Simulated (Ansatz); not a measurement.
# C2H6AlNO3: up Jacob's ladder to CCSD(T)

An exercise on one series of results from a longer session: the logs are not shown, and one member is left open.

The runs use Ansatz 0.2.0, Gaussian basis; functionals in def2-TZVPP, the program's frozen cores in correlated methods.

The runs, in order: LDA (SPW92), PBE-D4, revPBE-D4, BLYP-D4, r2SCAN-D4, B97M-V, PBE0-D4, B3LYP-D4, r2SCANh-D4, r2SCAN0-D4, HSE06-D4, BHLYP-D4, CAM-B3LYP-D4, LC-ωPBE, ωB97X-V, ωB97M-V, B2PLYP, PBE-QIDH; CCSD(T)/def2-SVP; CCSD(T)/def2-TZVPP; MP2/def2-QZVPP; extrapolation to the limit; RPA on PBE.

### Structure used throughout

An earlier PBE0-D4 in a triple-zeta def2 set relaxation fixed the geometry.

SMILES `CC#[N+][Al-]([OH])([OH])[OH]`, 13 atoms, charge 0, spin multiplicity 1.

Atoms are counted from 1 here; the program's logs count them from 0.

Bond lengths: C1–C2 1.442 Å, C1–H8 1.091 Å, C1–H9 1.091 Å, C1–H10 1.091 Å, C2–N3 1.141 Å, N3–Al4 2.018 Å, Al4–O5 1.717 Å, Al4–O6 1.717 Å, Al4–O7 1.717 Å, O5–H11 0.955 Å, O6–H12 0.955 Å, O7–H13 0.955 Å. Angles: C2–C1–H8 109.6°, C2–C1–H9 109.6°, C2–C1–H10 109.6°, H8–C1–H9 109.3°, H8–C1–H10 109.3°, H9–C1–H10 109.3°, C1–C2–N3 180.0°, C2–N3–Al4 180.0°, N3–Al4–O5 99.8°, N3–Al4–O6 99.8°, N3–Al4–O7 99.8°, O5–Al4–O6 117.1°, O5–Al4–O7 117.1°, O6–Al4–O7 117.1°, Al4–O5–H11 119.3°, Al4–O6–H12 119.3°, Al4–O7–H13 119.3°.

Set-up of the first run:

Input file in.yaml:

```yaml
crystal:
  periodic: [false, false, false]
  atoms:
    - {symbol: C, position_ang: [1.255830, -0.856667, 2.505630]}
    - {symbol: C, position_ang: [0.637988, -0.436295, 1.272745]}
    - {symbol: N, position_ang: [0.148895, -0.103435, 0.296563]}
    - {symbol: Al, position_ang: [-0.714901, 0.485116, -1.429406]}
    - {symbol: O, position_ang: [0.403574, -0.170553, -2.555461]}
    - {symbol: O, position_ang: [-0.692248, 2.187232, -1.203189]}
    - {symbol: O, position_ang: [-2.232575, -0.304692, -1.282101]}
    - {symbol: H, position_ang: [0.648851, -1.633349, 2.973359]}
    - {symbol: H, position_ang: [2.251906, -1.251668, 2.300096]}
    - {symbol: H, position_ang: [1.337714, -0.005410, 3.183195]}
    - {symbol: H, position_ang: [0.939659, 0.420287, -3.080480]}
    - {symbol: H, position_ang: [-1.517039, 2.655040, -1.089166]}
    - {symbol: H, position_ang: [-2.447353, -1.020306, -1.876985]}
basis:
  gaussian: {orbitals: def2-TZVPP}
hamiltonian: {xc: lda}
output: {orbitals: {seedname: orbitals}}
```

Started as:

```console
> ansatz run in.yaml --threads 4 --pin off --events-out ev --progress --plain --max-ram 11315MiB
```

Among the steps run: LDA; PBE-D4 (GGA); revPBE-D4 (GGA); BLYP-D4 (GGA); r2SCAN-D4 (meta-GGA); B97M-V (meta-GGA); B3LYP-D4 (hybrid); r2SCANh-D4 (hybrid); r2SCAN0-D4 (hybrid); HSE06-D4 (hybrid); BHLYP-D4 (hybrid); CAM-B3LYP-D4 (range-separated); LC-ωPBE (range-separated); ωB97X-V (range-separated); ωB97M-V (range-separated); B2PLYP (double hybrid); PBE-QIDH (double hybrid).

One of the session's tables, all rows but one given; the rest of the session is left out.

It belongs to the step «Orbital energies across the functionals». 

```
  functional  HOMO (eV)  gap (eV)
 LDA (SPW92)      -6.18      4.29
      PBE-D4      -5.96      4.28
   revPBE-D4      -5.88      4.28
     BLYP-D4      -5.86      4.29
   r2SCAN-D4      -6.31      4.88
      B97M-V      -6.36      5.03
     PBE0-D4      -7.64      7.03
    B3LYP-D4      -7.37      6.49
  r2SCANh-D4      -6.94      5.90
  r2SCAN0-D4      -7.91      7.45
    HSE06-D4          ?         ?
    BHLYP-D4      -9.29      9.85
CAM-B3LYP-D4      -9.17      9.74
     LC-ωPBE     -10.57     12.38
     ωB97X-V     -10.19     11.91
     ωB97M-V     -10.14     11.69
```

Q: Estimate the row for HSE06-D4 from the others.

**Answer.** HOMO (eV): -7.23; gap (eV): 6.24. In the column «HOMO (eV)» it lies between B3LYP-D4 (-7.37) and r2SCANh-D4 (-6.94).
